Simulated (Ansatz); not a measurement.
# TiCo3: how the settings move a single-point run

Aim: see which settings change the result for TiCo3, by how much, and at what cost.

Computed with Ansatz 0.2.0 (reference: DFT, LDA, PAW with Ansatz's default frozen-core files, scalar-relativistic, unless a step's input says otherwise).

## 1. The starting structure

Symmetry: Pm-3m, No. 221, cubic system. Conventional cell: a = 3.571 Å, b = 3.571 Å, c = 3.571 Å, α = 90.00°, β = 90.00°, γ = 90.00°. Around Ti (site symmetry m-3m) lie 12 Co at 2.53 Å. Around Co (site symmetry 4/mmm) lie 4 Ti at 2.53 Å and 8 Co at 2.53 Å.

Coordinates:

```cif
data_structure
_symmetry_space_group_name_H-M 'P 1'
_symmetry_Int_Tables_number 1
_cell_length_a 3.5710
_cell_length_b 3.5710
_cell_length_c 3.5710
_cell_angle_alpha 90.000
_cell_angle_beta 90.000
_cell_angle_gamma 90.000
_cell_volume 45.54
loop_
_atom_site_label
_atom_site_type_symbol
_atom_site_fract_x
_atom_site_fract_y
_atom_site_fract_z
_atom_site_occupancy
Ti1 Ti 0.00000 0.00000 0.00000 1
Co1 Co 0.00000 0.50000 0.50000 1
Co2 Co 0.50000 0.00000 0.50000 1
Co3 Co 0.50000 0.50000 0.00000 1
```

## 2. Baseline

input.yaml reads:

```yaml
crystal:
  lattice:
    - [3.571, 0.0, 0.0]
    - [0.0, 3.571, 0.0]
    - [0.0, 0.0, 3.571]
  atoms:
    - { symbol: Ti, position: [0.0, 0.0, 0.0] }
    - { symbol: Co, position: [0.0, 0.5, 0.5], spin: 0.3, spin_axis: [1.0, 0.0, 0.0] }
    - { symbol: Co, position: [0.5, 0.0, 0.5], spin: 0.3, spin_axis: [1.0, 0.0, 0.0] }
    - { symbol: Co, position: [0.5, 0.5, 0.0], spin: 0.3, spin_axis: [1.0, 0.0, 0.0] }
magnetization:
  noncollinear: true
  spin_spiral: { q: [0.5, 0.5, 0.0] }
kpoints:
  mp_grid: { grid: [8, 8, 8] }
scf:
  occupations: { method: fermi_dirac, width: 0.05 }
  lower_state_search: "off"
hamiltonian:
  xc: lda
  pseudopotentials: { kind: paw }
output:
  eigenvalues: false
```

Run with:

```bash
$ ansatz run input.yaml --threads 2 --pin off --max-ram 6144MiB --backend cpu --events-out ev --progress --plain --runs-dir out
```

Excerpt of the output:

```text
[...]
Basis set: ecut = 420 eV, 895 PW (Γ)
[...]
k-points: 105 of 512
[...]
SCF iter   1: F=—  HF=-17640.900982 eV  |F-HF|=—  |Δ(HF+E_count)|=         —  Δρ=8.75e-2  dr2=4.52e0  dr2_m=4.66e-2  ethr=3.10e-3  |M|=4.86e-1 ∫|m|=5.68e-1 μB  |m|>n=0.0e0 m-floor=1.6e-3 τ_xc=6.7e-19  β_m=0.30  ⟨swp⟩=5.4  Hψ=31696  notcnv=0  defer=163
preconditioner: auto → Kerker (q_TF=auto, 2.880 Å⁻¹)  [metal: Δε(μ)=0.007 eV  Ē_g=9.061 eV  σ=0.050 eV  W_gap=0.03  n_scr=18 (ndim 8)  ℏωp=33.5 eV  f_vac=0.000  D(μ)=5.71/eV (n_scr^D=80)]
[...]
SCF iter   2: F=—  HF=-17640.203039 eV  |F-HF|=—  |Δ(HF+E_count)|=   6.98e-1  Δρ=6.37e-2  dr2=1.13e0  dr2_m=2.63e-2  ethr=3.10e-3  |M|=4.76e-1 ∫|m|=5.60e-1 μB  |m|>n=0.0e0 m-floor=0.0e0 τ_xc=4.1e-19  β_m=0.30  ⟨swp⟩=3.0  Hψ=11164  notcnv=0  defer=287
[...]
SCF iter  26: F=—  HF=-17639.876071 eV  |F-HF|=—  |Δ(HF+E_count)|=   1.67e-9  Δρ=2.40e-5  dr2=2.13e-7  dr2_m=3.11e-10  ethr=3.24e-10  |M|=3.80e-5 ∫|m|=5.23e-5 μB  |m|>n=0.0e0 m-floor=0.0e0 τ_xc=4.8e-27  β_m=0.87  ⟨swp⟩=1.0  Hψ=7723  notcnv=0  defer=257
SCF iter  27: F=-17639.876071 eV  HF=-17639.876071 eV  |F-HF|=1.03e-9  |Δ(HF+E_count)|=   1.42e-8  Δρ=2.33e-6  dr2=1.14e-9  dr2_m=5.72e-11  ethr=1.59e-10  |M|=1.27e-5 ∫|m|=1.72e-5 μB  |m|>n=0.0e0 m-floor=0.0e0 τ_xc=2.2e-28  ⟨swp⟩=2.0  Hψ=21673  notcnv=0
[...]
SCF converged after 27 iterations
Magnetization: |M| = 0.0000 μB,  M = (-0.0000, -0.0000, +0.0000) μB
[...]
Free energy (F): -17639.876071 eV
[...]
E sigma→0 (E₀):  -17639.851790 eV
[...]
Fermi energy:    17.885809 eV
[...]
```

Wall time 2.8 min (2 threads of Arm Neoverse V2, shared host); peak memory 0.88 GiB.

## 3. Variant: mp_grid.grid [4, 4, 4]

input.yaml, as its differences from that of step 2:

```diff
@@ -14,3 +14,3 @@
 kpoints:
-  mp_grid: { grid: [8, 8, 8] }
+  mp_grid: { grid: [4, 4, 4] }
 scf:
```

Run with:

```bash
$ ansatz run input.yaml --threads 2 --pin off --max-ram 6144MiB --backend cpu --events-out ev --progress --plain --runs-dir out
```

What it wrote:

```text
settings of this run that can trade accuracy for cost: output.eigenvalues: false. Do not mix this run's numbers with those of runs without the same settings; the input reference describes each key
Engine: ansatz 0.2.0
Pseudopotentials: kind: paw
Pseudopotential: Ti, paw, valence charge 12, recommended cutoff 420 eV (normal)
Pseudopotential: Co, paw, valence charge 17, recommended cutoff 420 eV (normal)
Functional definition: SPW92
  exchange = slater_x
  correlation = pw_c
Crystal: 4 atoms, lattice volume = 45.538 Å³
Basis set: ecut = 420 eV, 895 PW (Γ)
Bands: 76, of which v1, the nominal top of the filled ones, is band 63 counted from 1 (62 counted from 0)
Symmetry: 4 space group operations
k-points: 21 of 64
Spin spiral: q = (0.5, 0.5, 0) of the reciprocal vectors; moments are told in the frame that turns with it, a site's in that at the site
Non-local potential: Ti, projectors of the file, l = 0: 3, l = 1: 2, l = 2: 3, l = 3: 1
Non-local potential: Co, projectors of the file, l = 0: 3, l = 1: 2, l = 2: 3, l = 3: 1
PAW form: soft (Blöchl's): semilocal exchange-correlation on the pseudo side does not see the compensation charge
PAW frozen core: Ti, regenerated for the run's functional, and the local potential with it (the file was generated under x = pbe(κ = 0.804, μ = 0.2195149727645171), c = pbe(β = 0.06672455060314922))
PAW frozen core: Co, regenerated for the run's functional, and the local potential with it (the file was generated under x = pbe(κ = 0.804, μ = 0.2195149727645171), c = pbe(β = 0.06672455060314922))
PAW one-centre angular grid: Ti, 590 points (default); XC on 64 Gauss nodes
PAW one-centre angular grid: Co, 590 points (default); XC on 64 Gauss nodes
Initial density: superposition of atomic densities (chi_scale 0.1, normalization cell)
Starting moments: Σ|m| = 0.9 μB on 3 of 4 sites
Initial wavefunctions: pseudopotential atomic-orbital guess
Functional: x = slater, c = lda
SCF iter   1: F=—  HF=-17640.906975 eV  |F-HF|=—  |Δ(HF+E_count)|=         —  Δρ=8.82e-2  dr2=4.57e0  dr2_m=6.11e-2  ethr=3.10e-3  |M|=4.51e-1 ∫|m|=5.29e-1 μB  |m|>n=0.0e0 m-floor=1.6e-3 τ_xc=6.7e-19  β_m=0.30  ⟨swp⟩=5.2  Hψ=6338  notcnv=0  defer=31
preconditioner: auto → Kerker (q_TF=auto, 2.880 Å⁻¹)  [metal: Δε(μ)=0.016 eV  Ē_g=9.074 eV  σ=0.050 eV  W_gap=0.08  n_scr=18 (ndim 8)  ℏωp=33.5 eV  f_vac=0.000  D(μ)=4.60/eV (n_scr^D=56)]
spin=Noncollinear: Kerker preconditioning applied to the charge; magnetization (m_x, m_y, m_z) channels mix plain (no charge-response kernel on spin).
SCF iter   2: F=—  HF=-17640.233503 eV  |F-HF|=—  |Δ(HF+E_count)|=   6.73e-1  Δρ=6.61e-2  dr2=1.12e0  dr2_m=3.34e-2  ethr=3.10e-3  |M|=4.43e-1 ∫|m|=5.24e-1 μB  |m|>n=0.0e0 m-floor=0.0e0 τ_xc=4.1e-19  β_m=0.30  ⟨swp⟩=3.0  Hψ=2322  notcnv=0  defer=55
SCF iter   3: F=—  HF=-17639.996340 eV  |F-HF|=—  |Δ(HF+E_count)|=   2.37e-1  Δρ=2.89e-2  dr2=4.58e-1  dr2_m=2.29e-2  ethr=1.78e-3  |M|=4.17e-1 ∫|m|=4.97e-1 μB  |m|>n=0.0e0 m-floor=0.0e0 τ_xc=2.9e-19  β_m=0.30  ⟨swp⟩=3.0  Hψ=2497  notcnv=0  defer=55
SCF iter   4: F=—  HF=-17639.906040 eV  |F-HF|=—  |Δ(HF+E_count)|=   9.03e-2  Δρ=1.43e-2  dr2=5.68e-2  dr2_m=1.42e-2  ethr=7.27e-4  |M|=4.04e-1 ∫|m|=4.83e-1 μB  |m|>n=0.0e0 m-floor=0.0e0 τ_xc=2.0e-19  β_m=0.30  ⟨swp⟩=3.5  Hψ=3016  notcnv=0  defer=50
SCF iter   5: F=—  HF=-17639.922731 eV  |F-HF|=—  |Δ(HF+E_count)|=   1.67e-2  Δρ=1.70e-2  dr2=1.61e-1  dr2_m=1.36e-2  ethr=9.01e-5  |M|=3.72e-1 ∫|m|=4.46e-1 μB  |m|>n=0.0e0 m-floor=0.0e0 τ_xc=1.6e-19  β_m=0.30  ⟨swp⟩=3.1  Hψ=3025  notcnv=0  defer=50
SCF iter   6: F=—  HF=-17639.909820 eV  |F-HF|=—  |Δ(HF+E_count)|=   1.29e-2  Δρ=9.94e-3  dr2=5.05e-2  dr2_m=1.08e-2  ethr=9.01e-5  |M|=3.49e-1 ∫|m|=4.20e-1 μB  |m|>n=0.0e0 m-floor=0.0e0 τ_xc=1.3e-19  β_m=0.30  ⟨swp⟩=2.2  Hψ=2327  notcnv=0  defer=50
SCF iter   7: F=—  HF=-17639.905098 eV  |F-HF|=—  |Δ(HF+E_count)|=   4.72e-3  Δρ=8.84e-3  dr2=2.61e-3  dr2_m=8.55e-3  ethr=8.02e-5  |M|=3.30e-1 ∫|m|=3.99e-1 μB  |m|>n=0.0e0 m-floor=0.0e0 τ_xc=1.1e-19  β_m=0.30  ⟨swp⟩=2.8  Hψ=2596  notcnv=0  defer=50
SCF iter   8: F=—  HF=-17639.904681 eV  |F-HF|=—  |Δ(HF+E_count)|=   4.17e-4  Δρ=8.35e-3  dr2=2.35e-3  dr2_m=7.63e-3  ethr=4.14e-6  |M|=3.08e-1 ∫|m|=3.74e-1 μB  |m|>n=0.0e0 m-floor=0.0e0 τ_xc=9.3e-20  β_m=0.30  ⟨swp⟩=2.0  Hψ=2277  notcnv=0  defer=50
SCF iter   9: F=—  HF=-17639.904919 eV  |F-HF|=—  |Δ(HF+E_count)|=   2.38e-4  Δρ=7.68e-3  dr2=2.47e-4  dr2_m=6.45e-3  ethr=3.73e-6  |M|=2.90e-1 ∫|m|=3.52e-1 μB  |m|>n=0.0e0 m-floor=0.0e0 τ_xc=8.0e-20  β_m=0.30  ⟨swp⟩=2.0  Hψ=2564  notcnv=0  defer=50
SCF iter  10: F=—  HF=-17639.905385 eV  |F-HF|=—  |Δ(HF+E_count)|=   4.66e-4  Δρ=7.15e-3  dr2=8.43e-5  dr2_m=5.59e-3  ethr=3.92e-7  |M|=2.73e-1 ∫|m|=3.32e-1 μB  |m|>n=0.0e0 m-floor=0.0e0 τ_xc=7.0e-20  β_m=0.30  ⟨swp⟩=2.0  Hψ=2380  notcnv=0  defer=50
SCF iter  11: F=—  HF=-17639.905744 eV  |F-HF|=—  |Δ(HF+E_count)|=   3.59e-4  Δρ=6.66e-3  dr2=3.33e-5  dr2_m=4.84e-3  ethr=1.34e-7  |M|=2.56e-1 ∫|m|=3.12e-1 μB  |m|>n=0.0e0 m-floor=0.0e0 τ_xc=6.2e-20  β_m=0.30  ⟨swp⟩=2.0  Hψ=2067  notcnv=0  defer=50
SCF iter  12: F=—  HF=-17639.906033 eV  |F-HF|=—  |Δ(HF+E_count)|=   2.90e-4  Δρ=6.21e-3  dr2=9.46e-6  dr2_m=4.21e-3  ethr=5.28e-8  |M|=2.41e-1 ∫|m|=2.94e-1 μB  |m|>n=0.0e0 m-floor=0.0e0 τ_xc=5.6e-20  β_m=0.30  ⟨swp⟩=2.0  Hψ=2855  notcnv=0  defer=50
SCF iter  13: F=—  HF=-17639.906293 eV  |F-HF|=—  |Δ(HF+E_count)|=   2.59e-4  Δρ=5.80e-3  dr2=5.28e-7  dr2_m=3.67e-3  ethr=1.50e-8  |M|=2.27e-1 ∫|m|=2.77e-1 μB  |m|>n=0.0e0 m-floor=0.0e0 τ_xc=4.9e-20  β_m=0.30  ⟨swp⟩=2.5  Hψ=3202  notcnv=0  defer=50
SCF iter  14: F=—  HF=-17639.906518 eV  |F-HF|=—  |Δ(HF+E_count)|=   2.25e-4  Δρ=5.41e-3  dr2=1.60e-7  dr2_m=3.20e-3  ethr=8.37e-10  |M|=2.13e-1 ∫|m|=2.61e-1 μB  |m|>n=0.0e0 m-floor=0.0e0 τ_xc=4.4e-20  β_m=0.30  ⟨swp⟩=3.0  Hψ=3673  notcnv=0  defer=50
Mixer restart at iter 14: flushing history
spin-set hold released at iteration 14 (site moments contracting): the magnetisation degrees of freedom join the quasi-Newton model from the next iteration; the mixer history was flushed
SCF iter  15: F=—  HF=-17639.906714 eV  |F-HF|=—  |Δ(HF+E_count)|=   1.97e-4  Δρ=5.06e-3  dr2=2.20e-7  dr2_m=2.80e-3  ethr=1.59e-10  |M|=2.01e-1 ∫|m|=2.46e-1 μB  |m|>n=0.0e0 m-floor=0.0e0 τ_xc=3.8e-20  β_m=0.15  ⟨swp⟩=4.0  Hψ=5675  notcnv=0
SCF iter  16: F=—  HF=-17639.907279 eV  |F-HF|=—  |Δ(HF+E_count)|=   5.65e-4  Δρ=3.91e-3  dr2=7.09e-6  dr2_m=1.67e-3  ethr=2.55e-10  |M|=1.59e-1 ∫|m|=1.95e-1 μB  |m|>n=0.0e0 m-floor=0.0e0 τ_xc=2.5e-20  β_m=0.39  ⟨swp⟩=4.0  Hψ=4929  notcnv=0  defer=50
SCF iter  17: F=—  HF=-17639.907935 eV  |F-HF|=—  |Δ(HF+E_count)|=   6.56e-4  Δρ=2.07e-3  dr2=7.23e-4  dr2_m=4.68e-4  ethr=2.55e-10  |M|=9.02e-2 ∫|m|=1.11e-1 μB  |m|>n=0.0e0 m-floor=0.0e0 τ_xc=8.7e-21  β_m=0.52  ⟨swp⟩=4.0  Hψ=5672  notcnv=0  defer=50
SCF iter  18: F=—  HF=-17639.908154 eV  |F-HF|=—  |Δ(HF+E_count)|=   2.19e-4  Δρ=7.79e-4  dr2=1.14e-4  dr2_m=6.72e-5  ethr=2.55e-10  |M|=1.75e-2 ∫|m|=4.21e-2 μB  |m|>n=0.0e0 m-floor=0.0e0 τ_xc=1.8e-21  β_m=0.76  ⟨swp⟩=4.1  Hψ=5656  notcnv=0  defer=50
SCF iter  19: F=—  HF=-17639.908177 eV  |F-HF|=—  |Δ(HF+E_count)|=   2.34e-5  Δρ=6.90e-4  dr2=1.71e-4  dr2_m=5.24e-5  ethr=2.55e-10  |M|=1.43e-2 ∫|m|=3.74e-2 μB  |m|>n=0.0e0 m-floor=0.0e0 τ_xc=1.3e-21  β_m=0.88  ⟨swp⟩=3.9  Hψ=4518  notcnv=0  defer=50
SCF iter  20: F=—  HF=-17639.908191 eV  |F-HF|=—  |Δ(HF+E_count)|=   1.34e-5  Δρ=8.66e-4  dr2=2.73e-4  dr2_m=4.53e-5  ethr=2.55e-10  |M|=1.25e-2 ∫|m|=3.44e-2 μB  |m|>n=0.0e0 m-floor=0.0e0 τ_xc=1.1e-21  β_m=0.69  ⟨swp⟩=4.0  Hψ=4875  notcnv=0  defer=50
SCF iter  21: F=—  HF=-17639.908203 eV  |F-HF|=—  |Δ(HF+E_count)|=   1.23e-5  Δρ=3.67e-4  dr2=3.66e-5  dr2_m=7.99e-6  ethr=2.55e-10  |M|=3.99e-3 ∫|m|=1.38e-2 μB  |m|>n=0.0e0 m-floor=0.0e0 τ_xc=1.5e-22  β_m=0.82  ⟨swp⟩=4.0  Hψ=4752  notcnv=0  defer=50
SCF iter  22: F=—  HF=-17639.908204 eV  |F-HF|=—  |Δ(HF+E_count)|=   6.67e-7  Δρ=1.03e-4  dr2=2.49e-6  dr2_m=5.38e-7  ethr=2.55e-10  |M|=1.72e-3 ∫|m|=2.25e-3 μB  |m|>n=0.0e0 m-floor=0.0e0 τ_xc=8.1e-24  β_m=0.80  ⟨swp⟩=3.7  Hψ=4339  notcnv=0  defer=50
SCF iter  23: F=—  HF=-17639.908204 eV  |F-HF|=—  |Δ(HF+E_count)|=   1.84e-7  Δρ=2.12e-5  dr2=1.49e-7  dr2_m=4.40e-8  ethr=2.55e-10  |M|=3.31e-4 ∫|m|=4.12e-4 μB  |m|>n=0.0e0 m-floor=0.0e0 τ_xc=4.6e-25  β_m=0.86  ⟨swp⟩=3.0  Hψ=3442  notcnv=0  defer=50
SCF iter  24: F=—  HF=-17639.908204 eV  |F-HF|=—  |Δ(HF+E_count)|=   3.42e-8  Δρ=3.02e-5  dr2=3.07e-7  dr2_m=1.43e-9  ethr=1.59e-10  |M|=4.56e-5 ∫|m|=6.77e-5 μB  |m|>n=0.0e0 m-floor=0.0e0 τ_xc=1.6e-26  β_m=0.81  ⟨swp⟩=3.0  Hψ=4331  notcnv=0
iter 25 did not close the SCF: its close was put off for a magnetic moment that had not settled (scf_convergence_deferred on its scf_iter line)
SCF iter  25: F=-17639.908204 eV  HF=-17639.908204 eV  |F-HF|=4.93e-8  |Δ(HF+E_count)|=   1.85e-8  Δρ=1.21e-5  dr2=5.29e-8  dr2_m=1.10e-10  ethr=1.59e-10  |M|=2.74e-5 ∫|m|=4.04e-5 μB  |m|>n=0.0e0 m-floor=0.0e0 τ_xc=7.0e-28  β_m=0.89  ⟨swp⟩=1.2  Hψ=3406  notcnv=0
SCF iter  26: F=-17639.908204 eV  HF=-17639.908204 eV  |F-HF|=1.91e-9  |Δ(HF+E_count)|=   2.76e-9  Δρ=2.53e-6  dr2=2.16e-9  dr2_m=1.41e-11  ethr=8.39e-11  |M|=1.35e-5 ∫|m|=1.90e-5 μB  |m|>n=0.0e0 m-floor=0.0e0 τ_xc=1.5e-28  ⟨swp⟩=1.1  Hψ=3555  notcnv=0
WARN: the starting moments were not kept: the SCF closed with an absolute magnetisation of 1.9e-5 μB, where they sum to 0.9 μB in size (3 sites). That is at most 0.1 of that sum. Measured as dr2_m measures the in/out step, that magnetisation stands 2.5e-10 eV from none, at or under the dr2_threshold of 1.0e-7 eV: it is no larger than a step whose dr2_m would equal this threshold. The system may hold no moment; this SCF shows only that its start led to no more than that. To try another start: raise the starting moments (crystal.atoms[].spin, magnetization.per_species, magnetization.initial_magnetization, or on a non-collinear deck that types none of these the spinor_matrix: blocks that start its atoms; where the total moment is fixed, keep their sum and leave initial_magnetization as it is; typed ones take the place of any that the run laid by itself, positive ones on a crystal's lanthanoids without a Hubbard term where scf.initial_density.shell_occupations: [] is typed) or, if the notice of its spin-set hold's release reads "site moments contracting" or "site moments show no strong build", lengthen the hold (scf.mixing.spin_hold: { on: { confirm: 4 } }; for m-r²SCAN on two components see the key's manual first). Each may lead to a state that holds a moment. A second SCF, from the converged charge density, with the starting moments and any scf.initial_density.shell_occupations laid on it anew, would have followed, and was not run: the deck does not ask for one (magnetization.retry_lost_moments is false, the default). To let it run, set magnetization.retry_lost_moments: true and run the deck again, where that key's refused combinations let it; where memory then withholds it, that run's warning says so.
SCF 1 converged in 26 iterations: F = -17639.908204 eV  dr2 = 2.16e-9
SCF converged after 26 iterations
Magnetization: |M| = 0.0000 μB,  M = (+0.0000, +0.0000, +0.0000) μB
Absolute magnetization: 0.0000 μB (∫|m|, with the PAW one-centre terms)
  site 0: m = (+0.0000, -0.0000, +0.0000) μB, |m| = 0.0000 μB  (R = 1.04 Å)
  site 1: m = (+0.0000, +0.0000, +0.0000) μB, |m| = 0.0000 μB  (R = 1.04 Å)
  site 2: m = (+0.0000, +0.0000, +0.0000) μB, |m| = 0.0000 μB  (R = 1.04 Å)
  site 3: m = (+0.0000, +0.0000, +0.0000) μB, |m| = 0.0000 μB  (R = 1.04 Å)
Free energy (F): -17639.908204 eV
Harris-Foulkes:  -17639.908204 eV  (|F-HF|=1.91e-9)
Internal energy: -17639.870328 eV  (E = F + TS)
E sigma→0 (E₀):  -17639.889266 eV
Entropy (-TS):   -0.037876 eV (-9.469 meV/atom)
Fermi energy:    17.883045 eV
--- Per-component energies (eV) ---
  E_band       = -841.941792
  E_kinetic    = 1645.294891
  E_local      = -9478.143713  (includes V_loc(G=0)·N_el)
  E_nonlocal   = 1384.586850
  E_hartree    = 3992.778662
  E_xc         = -573.085311
  E_vxc        = -740.169331  (∫ρ·V_xc dr)
  E_paw        = -5355.321000  (= ΣΔE_a)
  E_vpaw       = -1639.067210  (= ΣTr[D̂ρ^β])
  E_aug_tail   = 0.000189  (compensation charges beyond the density's cutoff)
  E_ewald      = -9257.561599
  E_core_change = 1.580702  (= ΣΔE_core)
  E_smearing   = -0.037876  (= −TS)
  E_closure    = 0.000000  (closes the sum)
  Σ components = -17639.908204   (vs F -17639.908204, Δ=0.00e0)
settings of this run that can trade accuracy for cost: output.eigenvalues: false. Do not mix this run's numbers with those of runs without the same settings; the input reference describes each key
```

Run time: 35 s. Hardware: 2 threads of Arm Neoverse V2, shared host; peak memory 0.49 GiB.

Changing the k-point mesh moves the energy by -8.0 meV/atom. The energy is not variational in the mesh, so the sign tells nothing. Cost: 26 SCF cycles against 27, 35 s against 2.8 min. These settings are too coarse to quote as the system's properties.

## 4. All runs together

```tsv
run	ending	energy change	gap (eV)	cycles	time
reference	converged	0	0.00	27	2.8 min
1: mp_grid.grid [4, 4, 4]	converged	-8.0 meV/atom	0.00	26	35 s
```

Residual by cycle in the longest SCF loop of each run; runs are numbered as in the table. The quantity is the density residual dr2, in eV.

```tsv
cycle	reference	run 1
1	4.52	4.57
3	0.477	0.458
6	0.0593	0.0505
8	0.00103	0.00235
10	1.6e-4	8.4e-5
13	5.3e-7	5.3e-7
15	2.1e-7	2.2e-7
18	5.6e-6	1.1e-4
20	2.2e-4	2.7e-4
22	5.0e-5	2.5e-6
25	3.9e-7	5.3e-8
27	1.1e-9	-
```

Changing the k-point mesh moves the energy by -8.0 meV/atom. The energy is not variational in the mesh, so the sign tells nothing. Cost: 26 SCF cycles against 27, 35 s against 2.8 min.
